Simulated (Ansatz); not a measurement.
# AlH2OF (SMILES [OH][AlH][F]) at wB97M-V/STO-3G

What is the electronic atomisation energy of AlH2OF at wB97M-V/STO-3G? 

Program for the calculation: Ansatz 0.2.0.

69 further runs of the same task are left out: 5 that didn't finish, 64 set aside as unsound or not needed.

**1. The system as given**

AlH2OF has 5 atoms, charge 0, and is taken as a singlet. As SMILES, `[OH][AlH][F]`. The shape comes from GFN2-xTB, which is rough for such elements, and wasn't checked as a minimum. This is one conformer, not always the lowest.

Bond lengths: O1–Al2 1.635 Å, Al2–F3 1.650 Å, O1–H4 0.946 Å, Al2–H5 1.492 Å. Angles: O1–Al2–F3 123.4°, O1–Al2–H5 119.8°, F3–Al2–H5 116.9°, Al2–O1–H4 177.6°.

**2. A single-point energy at wB97M-V/STO-3G**

job.yaml

```yaml
crystal:
  periodic: [false, false, false]
  atoms:
    - symbol: O
      position_ang: [-1.021720, 0.325810, -0.327270]
    - symbol: Al
      position_ang: [0.472970, -0.139110, 0.144100]
    - symbol: F
      position_ang: [0.778780, -1.566900, 0.912060]
    - symbol: H
      position_ang: [-1.871140, 0.628670, -0.614330]
    - symbol: H
      position_ang: [1.641100, 0.751530, -0.114560]
basis:
  gaussian:
    orbitals: STO-3G
hamiltonian:
  xc: {name: wB97M-V}
accuracy: high
```

Started as:

```bash
$ ansatz run job.yaml --threads 1 --pin off --max-ram 2610MiB --events-out events.jsonl --progress --plain --runs-dir runs
```

The log of the run:

```text
Warning: RAYON_NUM_THREADS=1 ignored (pool sized by the plan → 1); use --threads N
Functional definition: wB97M-V
  name "wB97M-V"
  parameter omega = 0.3/bohr
  parameter cx = 0.15
  parameter cx01 = 1.007
  parameter cx10 = 0.259
  parameter css00 = 0.443
  parameter css04 = -1.437
  parameter css10 = -4.535
  parameter css20 = -3.390
  parameter css43 = 4.278
  parameter cos00 = 1.000
  parameter cos10 = 1.358
  parameter cos20 = 2.924
  parameter cos21 = -8.812
  parameter cos60 = -1.390
  parameter cos61 = 9.142
  parameter b = 6.0
  parameter c = 0.01
  gx(w, u) = 1 - cx + cx01*u + cx10*w
  gss(w, u) = css00 + css04*u^4 + css10*w + css20*w^2 + css43*w^4*u^3
  gos(w, u) = cos00 + cos10*w + (cos20 + cos21*u)*w^2 + (cos60 + cos61*u)*w^6
  exchange = spin_sum(e_x_unif_sr(omega)*gx(b97_w, b97_u_x)) + cx*exact_x_sr(omega) + exact_x_lr(omega)
  correlation = spin_sum(e_c_pw_mod_same_spin*gss(b97_w, b97_u_same))
      + integral(e_c_pw_mod_opposite_spin*gos(b97_w_opposite, b97_u_opposite)) + vv10(b, c)
377 factors; integrals over basis functions are off by at most 3.2e-8 eV
146 factors; integrals over basis functions are off by at most 1.0e-9 eV
mean field evaluation 1: about -11243.6874 eV, gradient 2.9e1 eV
mean field evaluation 2: about -11246.0868 eV, gradient 1.7e1 eV
mean field evaluation 4: about -11246.9570 eV, gradient 1.9e-1 eV
mean field evaluation 8: about -11246.9296 eV, gradient 3.4e-3 eV
mean field evaluation 16: about -11246.9296 eV, gradient 3.1e-7 eV
mean field -11246.92955622 eV, -413.3170377484 hartree, gradient 5.0e-8 eV, S^2 0.000000; 0 other end points of the search recorded, 0 dependent functions left out
reference -11246.92955854 eV, -413.3170378336 hartree; 16, 16 occupied and 5, 5 virtual orbitals, 377 factors
Total energy: -11246.92955854 eV, -413.3170378336 hartree
```

Run time: 17 s. Hardware: 1 thread of Arm Neoverse V2, shared host; peak memory 0.29 GiB.

**3. The Al atom at the same level**

molecule.yaml

```yaml
crystal:
  periodic: [false, false, false]
  atoms:
    - symbol: Al
      position_ang: [0.000000, 0.000000, 0.000000]
basis:
  gaussian:
    orbitals: STO-3G
accuracy: high
hamiltonian:
  xc: {name: wB97M-V}
magnetization:
  spin_polarized: true
  initial_magnetization: 1
```

Run the same way, it converges to -239.34738 Eh (log not shown).

**4. The F atom at the same level**

input.yaml

```yaml
basis:
  gaussian:
    orbitals: STO-3G
crystal:
  periodic: [false, false, false]
  atoms:
    - symbol: F
      position_ang: [0.000000, 0.000000, 0.000000]
magnetization:
  spin_polarized: true
  initial_magnetization: 1
hamiltonian:
  xc: {name: wB97M-V}
accuracy: high
```

Started as:

```bash
$ ansatz run input.yaml --threads 1 --pin off --max-ram 2610MiB --events-out events.jsonl --progress --plain --runs-dir runs
```

The log of the run, shortened:

```text
Warning: RAYON_NUM_THREADS=1 ignored (pool sized by the plan → 1); use --threads N
Functional definition: wB97M-V
  name "wB97M-V"
[...]
  gx(w, u) = 1 - cx + cx01*u + cx10*w
  gss(w, u) = css00 + css04*u^4 + css10*w + css20*w^2 + css43*w^4*u^3
  gos(w, u) = cos00 + cos10*w + (cos20 + cos21*u)*w^2 + (cos60 + cos61*u)*w^6
[...]
      + integral(e_c_pw_mod_opposite_spin*gos(b97_w_opposite, b97_u_opposite)) + vv10(b, c)
15 factors; integrals over basis functions are off by at most 1.2e-9 eV
14 factors; integrals over basis functions are off by at most 9.1e-10 eV
[...]
mean field -2674.40014389 eV, -98.2823925144 hartree, gradient 0.0e0 eV, S^2 0.750000; 0 other end points of the search recorded, 0 dependent functions left out
reference -2674.40014424 eV, -98.2823925273 hartree; 5, 4 occupied and 0, 1 virtual orbitals, 15 factors
Total energy: -2674.40014424 eV, -98.2823925273 hartree
```

Run time: 1 s. Hardware: 1 thread of Arm Neoverse V2, shared host; peak memory 0.16 GiB.

**5. The H atom, same level**

run.yaml

```yaml
basis:
  gaussian: {orbitals: STO-3G}
crystal:
  periodic: [false, false, false]
  atoms:
    - symbol: H
      position_ang: [0.000000, 0.000000, 0.000000]
total_charge: 0
magnetization: {spin_polarized: true, initial_magnetization: 1}
hamiltonian: {xc: {name: wB97M-V}}
accuracy: high
```

Run the same way, it converges to -0.45654 Eh (log not shown).

**6. The O atom**

molecule.yaml

```yaml
crystal:
  periodic: [false, false, false]
  atoms:
    - symbol: O
      position_ang: [0.000000, 0.000000, 0.000000]
basis:
  gaussian:
    orbitals: STO-3G
hamiltonian:
  xc: {name: wB97M-V}
magnetization:
  spin_polarized: true
  initial_magnetization: 2
accuracy: high
```

Run the same way, it converges to -74.04146 Eh (log not shown).

**7. Summary of results**

At wB97M-V/STO-3G:

| quantity | value |
| --- | --- |
| molecule: total energy | -413.31704 Eh |
| Al atom: total energy | -239.34738 Eh |
| Al atom: ⟨S²⟩ | 0.750 |
| F atom: total energy | -98.28239 Eh |
| F atom: ⟨S²⟩ | 0.750 |
| H atom: total energy | -0.45654 Eh |
| H atom: ⟨S²⟩ | 0.750 |
| O atom: total energy | -74.04146 Eh |
| O atom: ⟨S²⟩ | 2.000 |
| electronic atomisation energy | 19.938 eV |

Taking the molecule apart into free atoms costs 19.94 eV (1924 kJ/mol), before zero-point energy and without spin-orbit coupling. In a minimal basis such a difference can be off by several eV, whatever the method.
